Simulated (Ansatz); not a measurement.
**CH4FNSi: basis-set convergence**

One table from this session's results is given with a row withheld; the runs are named, their logs left out.

The runs use Ansatz 0.2.0, Gaussian basis; one geometry, several basis sets.

The runs, in order: PBE0-D4/def2-SVP; ωB97M-V/def2-SVP; PBE0-D4/def2-QZVPP; ωB97M-V/def2-QZVPP; the functionals' def2-TZVPP values are taken from earlier runs.

## The relaxed structure

All runs share one geometry, relaxed beforehand with PBE0-D4 in a triple-zeta def2 set.

SMILES `F[SiH]1CN1`, 8 atoms, charge 0, spin multiplicity 1.

Atoms are counted from 1 here; the program's logs count them from 0.

Bond lengths: F1–Si2 1.594 Å, Si2–C3 1.818 Å, Si2–N4 1.674 Å, Si2–H5 1.471 Å, C3–N4 1.510 Å, C3–H6 1.088 Å, C3–H7 1.091 Å, N4–H8 1.005 Å. Angles: F1–Si2–C3 118.8°, F1–Si2–N4 122.1°, F1–Si2–H5 106.5°, C3–Si2–N4 51.1°, C3–Si2–H5 129.4°, N4–Si2–H5 120.0°, Si2–C3–N4 59.5°, Si2–C3–H6 126.3°, Si2–C3–H7 116.4°, N4–C3–H6 114.7°, N4–C3–H7 116.2°, H6–C3–H7 112.7°, Si2–N4–C3 69.4°, Si2–N4–H8 139.6°, C3–N4–H8 121.0°.

The first run:

The input, in.yaml:

```yaml
crystal:
  periodic: [false, false, false]
  atoms:
    - {symbol: F, position_ang: [-1.889443, 1.067309, -0.264439]}
    - {symbol: Si, position_ang: [-0.421351, 0.570483, -0.635744]}
    - {symbol: C, position_ang: [0.666304, -0.021733, 0.695000]}
    - {symbol: N, position_ang: [0.098541, -0.987991, -0.317095]}
    - {symbol: H, position_ang: [-0.070480, 1.217804, -1.909001]}
    - {symbol: H, position_ang: [1.752689, 0.033168, 0.711222]}
    - {symbol: H, position_ang: [0.231663, -0.060276, 1.695099]}
    - {symbol: H, position_ang: [-0.275824, -1.875963, -0.030743]}
basis:
  gaussian: {orbitals: def2-SVP}
hamiltonian: {xc: pbe0, dispersion: d4}
output: {orbitals: {seedname: orbitals}}
```

Run with:

```console
> ansatz run in.yaml --threads 2 --pin off --events-out ev --progress --plain --max-ram 4352MiB
```

Steps of the session up to this table: PBE0-D4 in def2-SVP; ωB97M-V in def2-SVP; PBE0-D4 in def2-QZVPP; ωB97M-V in def2-QZVPP.

One of the session's tables, all rows but one given; the rest of the session is left out.

It belongs to the step «Density functionals: the series». 

| functional | basis | HOMO (eV) | LUMO (eV) |
| --- | --- | --- | --- |
| PBE0-D4 | def2-SVP | -6.99 | 1.02 |
| PBE0-D4 | def2-TZVPP | -7.13 | 0.45 |
| PBE0-D4 | def2-QZVPP | -7.16 | 0.23 |
| ωB97M-V | def2-SVP | -9.29 | 2.94 |
| ωB97M-V | def2-TZVPP | ? | ? |
| ωB97M-V | def2-QZVPP | -9.47 | 1.59 |

**Question.** Estimate the row for ωB97M-V, def2-TZVPP.

The run gave: HOMO (eV): -9.44; LUMO (eV): 2.06. In the column «HOMO (eV)» it lies between ωB97M-V, def2-QZVPP (-9.47) and ωB97M-V, def2-SVP (-9.29).
